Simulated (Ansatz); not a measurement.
# One shape, several levels: quartet CHClNSi

Wanted: a comparison of 6 runs (UHF/def2-SVPD, UB3LYP/6-31G*, UBLYP/def2-SVPD, UPBE/def2-SVPD, UPBE0/def2-SVPD, UCCSD/def2-SVPD) of quartet CHClNSi. 

The results are computed with Ansatz 0.2.0.

68 further runs of the same task are left out: 68 set aside as unsound or not needed. Runs told in other sessions of the task aren't counted.

### Step 1. The system as given

CHClNSi: 5 atoms, total charge 0, spin state quartet. SMILES of the parent species: `N#C[SiH]Cl`. The coordinates come from a PBE0-D4/def2-TZVP relaxation. That shape belongs to the parent species and isn't relaxed for this state.

Bond lengths: N1–C2 1.154 Å, C2–Si3 1.834 Å, Si3–Cl4 2.035 Å, Si3–H5 1.481 Å. Angles: N1–C2–Si3 174.6°, C2–Si3–Cl4 109.0°, C2–Si3–H5 108.9°, Cl4–Si3–H5 110.9°.

### Step 2. The energy at UHF/def2-SVPD (run 1)

Input file molecule.yaml:

```yaml
crystal:
  periodic: [false, false, false]
  atoms:
    - symbol: "N"
      position_ang: [-1.370200, 0.130500, -1.827500]
    - symbol: C
      position_ang: [-0.756100, 0.007500, -0.858000]
    - symbol: Si
      position_ang: [0.105400, -0.310100, 0.730000]
    - symbol: Cl
      position_ang: [2.040100, -0.810700, 0.347000]
    - symbol: H
      position_ang: [0.030700, 0.909000, 1.567100]
basis:
  gaussian:
    orbitals: def2-SVPD
magnetization:
  spin_polarized: true
  initial_magnetization: 3
accuracy: high
output:
  orbitals: {seedname: orbitals}
hamiltonian:
  xc: hf
```

Run with:

```bash
$ ansatz run molecule.yaml --threads 1 --pin off --max-ram 2610MiB --events-out events.jsonl --progress --plain --runs-dir runs
```

Log:

```text
Warning: RAYON_NUM_THREADS=1 ignored (pool sized by the plan → 1); use --threads N
Functional definition: HF
  name "HF"
  exchange = exact_x
  correlation = 0
1886 factors; integrals over basis functions are off by at most 3.8e-9 eV
mean field evaluation 1: about -22871.7828 eV, gradient 2.8e1 eV
mean field evaluation 2: about -22871.9065 eV, gradient 2.8e1 eV
mean field evaluation 4: about -22877.5651 eV, gradient 5.5e0 eV
mean field evaluation 8: about -22879.7652 eV, gradient 1.9e0 eV
mean field evaluation 16: about -22879.8809 eV, gradient 2.2e-1 eV
mean field evaluation 32: about -22881.0223 eV, gradient 8.9e-7 eV
mean field evaluation 64: about -22880.9557 eV, gradient 2.5e-1 eV
mean field evaluation 96: about -22872.9537 eV, gradient 1.6e1 eV
mean field evaluation 128: about -22880.8214 eV, gradient 7.2e-1 eV
mean field evaluation 160: about -22880.3775 eV, gradient 1.4e0 eV
mean field evaluation 192: about -22879.3097 eV, gradient 1.6e0 eV
mean field evaluation 224: about -22876.7435 eV, gradient 4.5e0 eV
mean field evaluation 256: about -22876.8218 eV, gradient 3.4e0 eV
mean field evaluation 288: about -22877.5131 eV, gradient 3.0e0 eV
mean field evaluation 320: about -22878.1009 eV, gradient 2.2e0 eV
mean field evaluation 352: about -22879.8709 eV, gradient 7.2e-2 eV
mean field -22881.02233349 eV, -840.8620614418 hartree, gradient 3.5e-8 eV, S^2 3.782252; 4 other end points of the search recorded, 0 dependent functions left out
reference -22881.02233349 eV, -840.8620614418 hartree; 24, 21 occupied and 75, 78 virtual orbitals, 1886 factors
Total energy: -22881.02233349 eV, -840.8620614418 hartree
```

It took 16 s on 1 thread of Arm Neoverse V2, shared host; peak memory 0.47 GiB.

### Step 3. The energy at UB3LYP/6-31G(d) (Cartesian functions) (run 2)

Input file run.yaml:

```yaml
crystal:
  periodic: [false, false, false]
  atoms:
    - {symbol: N, position_ang: [-1.370200, 0.130500, -1.827500]}
    - {symbol: C, position_ang: [-0.756100, 0.007500, -0.858000]}
    - {symbol: Si, position_ang: [0.105400, -0.310100, 0.730000]}
    - {symbol: Cl, position_ang: [2.040100, -0.810700, 0.347000]}
    - {symbol: H, position_ang: [0.030700, 0.909000, 1.567100]}
basis:
  gaussian:
    orbitals: "6-31G*"
magnetization:
  spin_polarized: true
  initial_magnetization: 3
hamiltonian:
  xc: {name: B3LYP}
accuracy: high
output: {orbitals: {seedname: orbitals}}
```

Run with:

```bash
$ ansatz run run.yaml --threads 1 --pin off --max-ram 2610MiB --events-out events.jsonl --progress --plain --runs-dir runs
```

Log:

```text
Warning: RAYON_NUM_THREADS=1 ignored (pool sized by the plan → 1); use --threads N
Functional definition: B3LYP
  name "B3LYP"
  parameter a0 = 0.2
  parameter ax = 0.72
  parameter ac = 0.81
  exchange = (1 - a0 - ax)*slater_x + ax*b88_x + a0*exact_x
  correlation = (1 - ac)*vwn_rpa_c + ac*lyp_c
1395 factors; integrals over basis functions are off by at most 3.4e-9 eV
mean field evaluation 1: about -22921.3314 eV, gradient 4.7e1 eV
mean field evaluation 2: about -22708.9195 eV, gradient 1.4e2 eV
mean field evaluation 4: about -22935.3559 eV, gradient 1.6e1 eV
mean field evaluation 8: about -22936.8001 eV, gradient 3.4e-1 eV
mean field evaluation 16: about -22936.8833 eV, gradient 2.8e-2 eV
mean field evaluation 32: about -22936.8837 eV, gradient 1.8e-4 eV
mean field evaluation 64: about -22936.8249 eV, gradient 5.1e-1 eV
mean field -22936.88373871 eV, -842.9149302193 hartree, gradient 6.2e-8 eV, S^2 3.756010; 4 other end points of the search recorded, 0 dependent functions left out
reference -22936.88377278 eV, -842.9149314716 hartree; 24, 21 occupied and 46, 49 virtual orbitals, 1395 factors
Total energy: -22936.88377278 eV, -842.9149314716 hartree
```

It took 20 s on 1 thread of Arm Neoverse V2, shared host; peak memory 0.28 GiB.

Runs 3 to 5 aren't shown in full; the table further down has their settings and results.

### Step 4. A single-point energy at UCCSD/def2-SVPD (run 6)

Input file in.yaml:

```yaml
crystal:
  periodic: [false, false, false]
  atoms:
    - {symbol: N, position_ang: [-1.370200, 0.130500, -1.827500]}
    - {symbol: C, position_ang: [-0.756100, 0.007500, -0.858000]}
    - {symbol: Si, position_ang: [0.105400, -0.310100, 0.730000]}
    - {symbol: Cl, position_ang: [2.040100, -0.810700, 0.347000]}
    - {symbol: H, position_ang: [0.030700, 0.909000, 1.567100]}
basis:
  gaussian:
    orbitals: def2-SVPD
total_charge: 0
magnetization:
  spin_polarized: true
  initial_magnetization: 3
correlation:
  method: ccsd
  frozen_orbitals: {C: 1, Cl: 5, H: 0, "N": 1, Si: 5}
accuracy: high
scf:
  omitted_lower_state_checks: [cluster_reference, increment]
```

Run with:

```bash
$ ansatz run in.yaml --threads 1 --pin off --max-ram 2610MiB --events-out events.jsonl --progress --plain --runs-dir runs
```

Log:

```text
Warning: RAYON_NUM_THREADS=1 ignored (pool sized by the plan → 1); use --threads N
[... 17 lines left out ...]
12 core orbitals not correlated: weight in the atoms' cores, before any rotation towards them, 1.000 or more for the frozen orbitals, at most 0.000 for the correlated occupied ones
[... 51 lines left out ...]
Total energy: -22894.34782782 eV, -841.3517643261 hartree
Checks for a lower state left out: cluster_reference, increment
```

Run time: 97 s. Hardware: 1 thread of Arm Neoverse V2, shared host; peak memory 1.2 GiB.

### Step 5. Overview of the runs

```csv
run,level,Cartesian functions,frozen core orbitals,energy (Eh),HOMO energy (eV),⟨S²⟩,wall time
1,UHF/def2-SVPD,no,–,-840.862061,-7.99,3.782,16 s
2,UB3LYP/6-31G* (Cartesian functions),yes,–,-842.914931,-4.15,3.756,20 s
3,UBLYP/def2-SVPD,no,–,-842.599701,-3.00,3.755,22 s
4,UPBE/def2-SVPD,no,–,-842.180191,-3.24,3.755,26 s
5,UPBE0/def2-SVPD,no,–,-842.244395,-4.76,3.758,26 s
6,UCCSD/def2-SVPD,no,12,-841.351764,–,3.782,97 s
```

### Step 6. Outcome

| quantity | value |
| --- | --- |
| run 6: total energy | -841.35176 Eh |
| run 6: correlation energy (12 core orbitals frozen) | -489.7 mEh |
| run 6: ⟨S²⟩ of the reference determinant | 3.782 |
| run 6: T1 diagnostic | 0.021 |

In words: Totals of different functionals can't be ranked against each other. All runs together took 3.4 min, the longest 97 s.
